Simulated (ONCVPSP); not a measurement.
# P: the cost of one run

The numbers are computed with ONCVPSP 4.0.1 (LDA (Perdew-Wang 92), scalar-relativistic, spin-unpolarised reference atom).

## Step 1: Starting point

The settings as typed:

- element: phosphorus (P, Z = 15)
- type: optimised norm-conserving Vanderbilt (ONCV)
- frozen core: [Ne]
- valence charge: 5
- reference configuration: 3s2 3p3
- partial waves: 3s: rc 1.25 bohr, ncon 5, nbas 9, qcut 5.2 1/bohr, local; 3p: rc 2.00 bohr, ncon 4, nbas 7, qcut 3.3 1/bohr, 2 projectors, debl 4 Ha; d scattering state at 0.06 Ha: rc 1.60 bohr, ncon 4, nbas 8, qcut 6.6 1/bohr, 2 projectors, debl 1.4 Ha
- local potential: the s channel
- core correction: not asked for

## Step 2: Generation

Contents of P.dat:

```
# ATOM AND REFERENCE CONFIGURATION
# atsym  z   nc   nv     iexc    psfile
  P 15.00    3    2  -001012      upf
#
#   n    l    f
    1    0    2.00
    2    0    2.00
    2    1    6.00
    3    0    2.00
    3    1    3.00
#
# PSEUDOPOTENTIAL AND OPTIMIZATION
# lmax
    2
#
#   l,   rc,      ep,       ncon, nbas, qcut
    0    1.25    0.00    5    9    5.20
    1    2.00    0.00    4    7    3.30
    2    1.60    0.06    4    8    6.60
#
# LOCAL POTENTIAL
# lloc, lpopt,  rc(5),   dvloc0
    0    5    1.25    0.00
#
# VANDERBILT-KLEINMAN-BYLANDER PROJECTORs
# l, nproj, debl
    0    0    3.90
    1    2    4.00
    2    2    1.40
#
# MODEL CORE CHARGE
# icmod, fcfact, rcfact
    0    0.00    0.00
#
# LOG DERIVATIVE ANALYSIS
# epsh1, epsh2, depsh
   -2.00    5.00    0.02
#
# OUTPUT GRID
# rlmax, drl
    6.00    0.01
#
# TEST CONFIGURATIONS
# ncnf
    4
# nvcnf
#   n    l    f
    2
    3    0    2.00
    3    1    2.00
#
    2
    3    0    2.00
    3    1    1.00
#
    2
    3    0    2.00
    3    1    0.00
#
    2
    3    0    1.00
    3    1    4.00
#
```

On the command line:

```bash
$ oncvpsp.x < P.dat > P.out
```

**Question.** How long does this run take on 1 thread of Intel Xeon Platinum 8488C, shared host?

About 2.5 s.
